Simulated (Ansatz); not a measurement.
**C2HF (fluoroacetylene) at wB97M-V/STO-3G**

Aim: the electronic atomisation energy of C2HF (fluoroacetylene) at wB97M-V/STO-3G, from 4 runs. 

Program for the calculation: Ansatz 0.2.0.

49 further runs of the same task are left out: 5 that didn't finish, 44 set aside as unsound or not needed.

### Step 1. The system as given

C2HF has 4 atoms, charge 0, and is taken as a singlet. SMILES: `C#CF`. Geometry: relaxed at PBE0-D4/def2-TZVP.

Bond lengths: C1–C2 1.192 Å, C2–F3 1.270 Å, C1–H4 1.063 Å. Angles: C1–C2–F3 180.0°, C2–C1–H4 180.0°.

### Step 2. A single-point energy at wB97M-V/STO-3G

input.yaml

```yaml
crystal:
  periodic: [false, false, false]
  atoms:
    - {symbol: C, position_ang: [-0.361030, 0.453110, -0.290220]}
    - {symbol: C, position_ang: [0.303270, -0.380840, 0.243810]}
    - {symbol: F, position_ang: [1.010600, -1.269010, 0.812300]}
    - {symbol: H, position_ang: [-0.952830, 1.196740, -0.765890]}
basis:
  gaussian: {orbitals: STO-3G}
magnetization: {spin_polarized: false, initial_magnetization: 0}
hamiltonian: {xc: {name: wB97M-V}}
accuracy: high
```

Started as:

```console
$ ansatz run input.yaml --threads 1 --pin off --max-ram 3480MiB --events-out events.jsonl --progress --plain --runs-dir runs
```

Standard output:

```text
Warning: RAYON_NUM_THREADS=1 ignored (pool sized by the plan → 1); use --threads N
Functional definition: wB97M-V
  name "wB97M-V"
  parameter omega = 0.3/bohr
  parameter cx = 0.15
  parameter cx01 = 1.007
  parameter cx10 = 0.259
  parameter css00 = 0.443
  parameter css04 = -1.437
  parameter css10 = -4.535
  parameter css20 = -3.390
  parameter css43 = 4.278
  parameter cos00 = 1.000
  parameter cos10 = 1.358
  parameter cos20 = 2.924
  parameter cos21 = -8.812
  parameter cos60 = -1.390
  parameter cos61 = 9.142
  parameter b = 6.0
  parameter c = 0.01
  gx(w, u) = 1 - cx + cx01*u + cx10*w
  gss(w, u) = css00 + css04*u^4 + css10*w + css20*w^2 + css43*w^4*u^3
  gos(w, u) = cos00 + cos10*w + (cos20 + cos21*u)*w^2 + (cos60 + cos61*u)*w^6
  exchange = spin_sum(e_x_unif_sr(omega)*gx(b97_w, b97_u_x)) + cx*exact_x_sr(omega) + exact_x_lr(omega)
  correlation = spin_sum(e_c_pw_mod_same_spin*gss(b97_w, b97_u_same))
      + integral(e_c_pw_mod_opposite_spin*gos(b97_w_opposite, b97_u_opposite)) + vv10(b, c)
270 factors; integrals over basis functions are off by at most 3.6e-8 eV
121 factors; integrals over basis functions are off by at most 6.4e-10 eV
mean field evaluation 1: about -4737.5625 eV, gradient 2.0e1 eV
mean field evaluation 2: about -4737.2701 eV, gradient 2.4e1 eV
mean field evaluation 4: about -4738.7054 eV, gradient 6.6e-1 eV
mean field evaluation 8: about -4738.6406 eV, gradient 3.8e-3 eV
mean field evaluation 16: about -4738.6406 eV, gradient 7.5e-8 eV
mean field -4738.64063959 eV, -174.1418315391 hartree, gradient 7.5e-8 eV, S^2 0.000000; 0 other end points of the search recorded, 0 dependent functions left out
reference -4738.64064116 eV, -174.1418315967 hartree; 11, 11 occupied and 5, 5 virtual orbitals, 270 factors
Total energy: -4738.64064116 eV, -174.1418315967 hartree
```

It took 11 s on 1 thread of Intel Xeon Platinum 8259CL at 2.50GHz (Skylake/Cascade Lake), shared host; peak memory 0.23 GiB.

### Step 3. The C atom, same level

job.yaml

```yaml
crystal:
  periodic: [false, false, false]
  atoms:
    - {symbol: C, position_ang: [0.000000, 0.000000, 0.000000]}
basis:
  gaussian: {orbitals: STO-3G}
magnetization: {spin_polarized: true, initial_magnetization: 2}
hamiltonian: {xc: {name: wB97M-V}}
accuracy: high
```

Started as:

```console
$ ansatz run job.yaml --threads 1 --pin off --max-ram 3480MiB --events-out events.jsonl --progress --plain --runs-dir runs
```

Standard output, shortened:

```text
Warning: RAYON_NUM_THREADS=1 ignored (pool sized by the plan → 1); use --threads N
[... 2 set-up lines as earlier in the session ...]
[...]
  gx(w, u) = 1 - cx + cx01*u + cx10*w
  gss(w, u) = css00 + css04*u^4 + css10*w + css20*w^2 + css43*w^4*u^3
  gos(w, u) = cos00 + cos10*w + (cos20 + cos21*u)*w^2 + (cos60 + cos61*u)*w^6
[...]
      + integral(e_c_pw_mod_opposite_spin*gos(b97_w_opposite, b97_u_opposite)) + vv10(b, c)
15 factors; integrals over basis functions are off by at most 9.8e-10 eV
15 factors; integrals over basis functions are off by at most 5.5e-10 eV
[...]
mean field -1016.30781270 eV, -37.3486232384 hartree, gradient 0.0e0 eV, S^2 2.000000; 0 other end points of the search recorded, 0 dependent functions left out
reference -1016.30781374 eV, -37.3486232768 hartree; 4, 2 occupied and 1, 3 virtual orbitals, 15 factors
Total energy: -1016.30781374 eV, -37.3486232768 hartree
```

It took 1.3 s on 1 thread of Intel Xeon Platinum 8259CL at 2.50GHz (Skylake/Cascade Lake), shared host; peak memory 0.16 GiB.

### Step 4. The F atom, same level

molecule.yaml

```yaml
crystal:
  periodic: [false, false, false]
  atoms:
    - {symbol: F, position_ang: [0.000000, 0.000000, 0.000000]}
basis:
  gaussian:
    orbitals: STO-3G
magnetization:
  spin_polarized: true
  initial_magnetization: 1
hamiltonian:
  xc: {name: wB97M-V}
accuracy: high
```

Started as:

```console
$ ansatz run molecule.yaml --threads 1 --pin off --max-ram 3480MiB --events-out events.jsonl --progress --plain --runs-dir runs
```

Standard output, shortened:

```text
Warning: RAYON_NUM_THREADS=1 ignored (pool sized by the plan → 1); use --threads N
[... 2 set-up lines as earlier in the session ...]
[...]
  gx(w, u) = 1 - cx + cx01*u + cx10*w
  gss(w, u) = css00 + css04*u^4 + css10*w + css20*w^2 + css43*w^4*u^3
  gos(w, u) = cos00 + cos10*w + (cos20 + cos21*u)*w^2 + (cos60 + cos61*u)*w^6
[...]
      + integral(e_c_pw_mod_opposite_spin*gos(b97_w_opposite, b97_u_opposite)) + vv10(b, c)
15 factors; integrals over basis functions are off by at most 1.2e-9 eV
14 factors; integrals over basis functions are off by at most 9.1e-10 eV
[...]
mean field -2674.40014389 eV, -98.2823925144 hartree, gradient 0.0e0 eV, S^2 0.750000; 0 other end points of the search recorded, 0 dependent functions left out
reference -2674.40014424 eV, -98.2823925273 hartree; 5, 4 occupied and 0, 1 virtual orbitals, 15 factors
Total energy: -2674.40014424 eV, -98.2823925273 hartree
```

It took 1.3 s on 1 thread of Intel Xeon Platinum 8259CL at 2.50GHz (Skylake/Cascade Lake), shared host; peak memory 0.17 GiB.

### Step 5. The H atom at the same level

in.yaml

```yaml
crystal:
  periodic: [false, false, false]
  atoms:
    - symbol: H
      position_ang: [0.000000, 0.000000, 0.000000]
basis:
  gaussian: {orbitals: STO-3G}
hamiltonian: {xc: {name: wB97M-V}}
accuracy: high
magnetization: {spin_polarized: true, initial_magnetization: 1}
```

Run the same way, it converges to -0.45654 Eh (log not shown).

### Step 6. Results

Level: wB97M-V/STO-3G.

| quantity | value |
| --- | --- |
| molecule: total energy | -174.14183 Eh |
| C atom: total energy | -37.34862 Eh |
| C atom: ⟨S²⟩ | 2.000 |
| F atom: total energy | -98.28239 Eh |
| F atom: ⟨S²⟩ | 0.750 |
| H atom: total energy | -0.45654 Eh |
| H atom: ⟨S²⟩ | 0.750 |
| electronic atomisation energy | 19.202 eV |

In words: Taking the molecule apart into free atoms costs 19.20 eV (443 kcal/mol), before zero-point energy and without spin-orbit coupling. In a minimal basis such a difference can be off by several eV, whatever the method.
